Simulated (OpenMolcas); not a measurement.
# Tc²⁺ among point charges: CASSCF and CASPT2 levels and susceptibility

How does a field of 5 point charges split the states of Tc²⁺, and what χT follows?

Method: state-averaged CASSCF and CASPT2, spin-orbit coupling by RASSI with atomic mean-field integrals. Code: OpenMolcas 26.06.

### Step 1. The system

```
Species                           : Tc²⁺ (technetium, Z = 43, 41 electrons)
Basis                             : ANO-RCC-VDZP [6s5p3d1f], 43 functions
Scalar Hamiltonian                : DKH2, point nucleus
Inactive shells                   : 1s 2s 2p 3s 3p 3d 4s 4p
Active space                      : 5 electrons in 5 orbitals (4d)
Some configurations of this space : 4d⁵
Orbitals                          : optimised for each spin and parity, averaged over all roots
```

Outer shells as boxes (Hund's rule):

4d5
```
4d [↑ ][↑ ][↑ ][↑ ][↑ ]
```

The ion sits among 5 point charges of -0.75 e arranged as a trigonal bipyramid (D3h), 2 Å from the ion, with the axial distance 1.800 Å.

The work runs as a chain of OpenMolcas steps in one folder; each step below is one input file. Labels, J, g values, rates, χT and fits are worked out afterwards by a script from the matrices that RASSI stores.

### Step 2. Basis and integrals

File a.inp:

```
&GATEWAY
Coord
1

Tc 0.0 0.0 0.0
Basis=ANO-RCC-VDZP
Group=NoSym
NoMove
AngMom=0.0 0.0 0.0
AMFI
XField
5 Angstrom 0
2.000000 0.000000 0.000000 -0.750000
-1.000000 1.732051 0.000000 -0.750000
-1.000000 -1.732051 0.000000 -0.750000
0.000000 0.000000 1.800000 -0.750000
0.000000 0.000000 -1.800000 -0.750000
&SEWARD
```

On the command line:

```bash
> OMP_NUM_THREADS=1 MOLCAS_MEM=1689 MOLCAS_PROJECT=a pymolcas a.inp > a.log
```

### Step 3. CASSCF: sextets, 1 root

File a.inp:

```
&RASSCF
FileOrb=start.orb
Symmetry=1
Spin=6
nActEl=5 0 0
Inactive=18
Ras2=5
CIRoot=1 1 1
SDav=1
CIMx=300
Iter=120 100
PrWF=0.3
OrbListing=Nothing
MaxOrb=0
>>> COPY $Project.JobIph JOB001
```

start.orb holds the contracted functions of the basis, ordered by shell, or the orbitals of the step before.

### Step 4. Reference wave functions, quartets, 24 roots

File a.inp:

```
&RASSCF
FileOrb=start.orb
Symmetry=1
Spin=4
nActEl=5 0 0
Inactive=18
Ras2=5
CIRoot=24 24 1
SDav=24
CIMx=300
Iter=120 100
PrWF=0.3
OrbListing=Nothing
MaxOrb=0
>>> COPY $Project.JobIph JOB002
```

### Step 5. Reference wave functions, doublets, 75 roots

File a.inp:

```
&RASSCF
FileOrb=start.orb
Symmetry=1
Spin=2
nActEl=5 0 0
Inactive=18
Ras2=5
CIRoot=75 75 1
SDav=75
CIMx=300
Iter=120 100
PrWF=0.3
OrbListing=Nothing
MaxOrb=0
>>> COPY $Project.JobIph JOB003
```

### Step 6. RASSI: spin-orbit coupling between the states

File a.inp:

```
&RASSI
NrOfJobIphs=3 1 24 75
1
1 2 3 4 5 6 7 8 9 10 11 12 13 14 15 16 17 18 19 20 21 22 23 24
1 2 3 4 5 6 7 8 9 10 11 12 13 14 15 16 17 18 19 20 21 22 23 24 25 26 27
28 29 30 31 32 33 34 35 36 37 38 39 40 41 42 43 44 45 46 47 48 49 50 51
52 53 54 55 56 57 58 59 60 61 62 63 64 65 66 67 68 69 70 71 72 73 74 75
IphNames
JOB001
JOB002
JOB003
EJob
SpinOrbit
DIPRint=1.0
SOCoupling=1000.0
Subsets=2
Property=9
'ANGMOM' 1 'ANGMOM' 2 'ANGMOM' 3 'MLTPL  1' 1 'MLTPL  1' 2 'MLTPL  1' 3
'AMFI' 1 'AMFI' 2 'AMFI' 3
SOProperty=3
'ANGMOM' 1 'ANGMOM' 2 'ANGMOM' 3
```

### Step 7. CASPT2: IPEA 0.25, imaginary shift 0.1 (closed shells correlated: 4s 4p)

File a.inp:

```
>>> COPY JOB001 $Project.JobIph
&CASPT2
Multistate=1 1
Frozen=14
IPEA=0.25
Imaginary=0.1
MaxIter=60
WThr=0.0 0.3 0.05
PrWF=0.5
NoMix
>>> COPY JOB002 $Project.JobIph
&CASPT2
Multistate=24 1 2 3 4 5 6 7 8 9 10 11 12 13 14 15 16 17 18 19 20 21 22
23 24
NoMult
Frozen=14
IPEA=0.25
Imaginary=0.1
MaxIter=60
WThr=0.0 0.3 0.05
PrWF=0.5
NoMix
>>> COPY JOB003 $Project.JobIph
&CASPT2
Multistate=75 1 2 3 4 5 6 7 8 9 10 11 12 13 14 15 16 17 18 19 20 21 22
23 24 25 26 27 28 29 30 31 32 33 34 35 36 37 38 39 40 41 42 43 44 45 46
47 48 49 50 51 52 53 54 55 56 57 58 59 60 61 62 63 64 65 66 67 68 69 70
71 72 73 74 75
NoMult
Frozen=14
IPEA=0.25
Imaginary=0.1
MaxIter=60
WThr=0.0 0.3 0.05
PrWF=0.5
NoMix
```

(Steps that only read results are left out.)

Before running it: what results should come out? Wanted: spin-free ground state; lowest level; next level.

The runs gave:

| quantity | value |
| --- | --- |
| method | SS-CASPT2, IPEA 0.25, imaginary shift 0.1 (closed shells correlated: 4s 4p) |
| spin-free ground state | 6A1, 1-fold in its orbital part |
| lowest level | 2-fold E1/2, g = 0.00, 0.00, 10.00 |
| next level | 6.3 cm⁻¹ |
| χT at 300 K | 4.37 cm³ K/mol |
| effective moment at 300 K | 5.91 μB |

Cost by method:

| method | time of its own steps | time with the reference |
| --- | --- | --- |
| A. CASSCF | 29 s | 29 s |
| B. SS-CASPT2, IPEA 0.25, imaginary shift 0.1, +4s 4p | 11 s | 39 s |

Times are of one thread on a shared host.

The spin-free ground state (6A1) comes to 100 % from free-ion S terms and keeps the highest spin of the shell. χT at 300 K is 4.37, against 4.39 cm³ K/mol for the spin alone, as a half-filled shell (L = 0) has no orbital moment. An active space of the d shell alone favours high spin; real ions in strong fields can be low spin. CASPT2 does not keep the components of a term degenerate, and the means are used. The field of point charges can differ much from that of real complexes. With metal d orbitals alone active, the gaps between spin states are rough; where two lie within a few thousand cm-1, their order is open. Point charges carry no covalency, so the field is a model and not that of real ligands.
